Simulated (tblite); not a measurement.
# C6H7O2S: the cost of one run

Programs: tblite 0.8.0 and PySCF 2.14.0, with routines of our own; each step states its level. All values are computed. Atoms count from 0.

## (1) The starting structure

16 atoms, charge -1, multiplicity 1; geometry from: start built from the parent or by distance geometry.

## (2) Optimising the geometry with GFN2-xTB

Job settings and geometry (Å):

```
{"job": {"kind": "relax", "xc": "GFN2-xTB", "basis": "xTB"}, "charge": -1, "multiplicity": 1}
O      2.694000     0.524700     1.246400
C      2.193500     0.107800     0.140800
O      2.793900    -0.548400    -0.758000
C      0.726600     0.442400    -0.098300
C      0.012700    -0.513200    -1.041900
C     -1.478600    -0.282000    -0.808700
C     -1.467800     0.055200     0.655300
S     -2.849000     0.113700     1.591600
C     -0.085700     0.326400     1.206900
H      0.669800     1.451400    -0.461400
H      0.274500    -0.306200    -2.102000
H      0.266400    -1.562700    -0.847800
H     -1.847900     0.583500    -1.349700
H     -2.057400    -1.167300    -1.042700
H     -0.077700     1.286000     1.775300
H      0.217400    -0.493400     1.871400
```

Launch:

```bash
$ OMP_NUM_THREADS=1 python redox_run.py task.json out
```

One launch serves the whole session: the jobs run in the order shown.

Q: Estimate the wall time of this first job on 1 thread of Intel Xeon at 2.50GHz, shared host.

About 3.9 s.
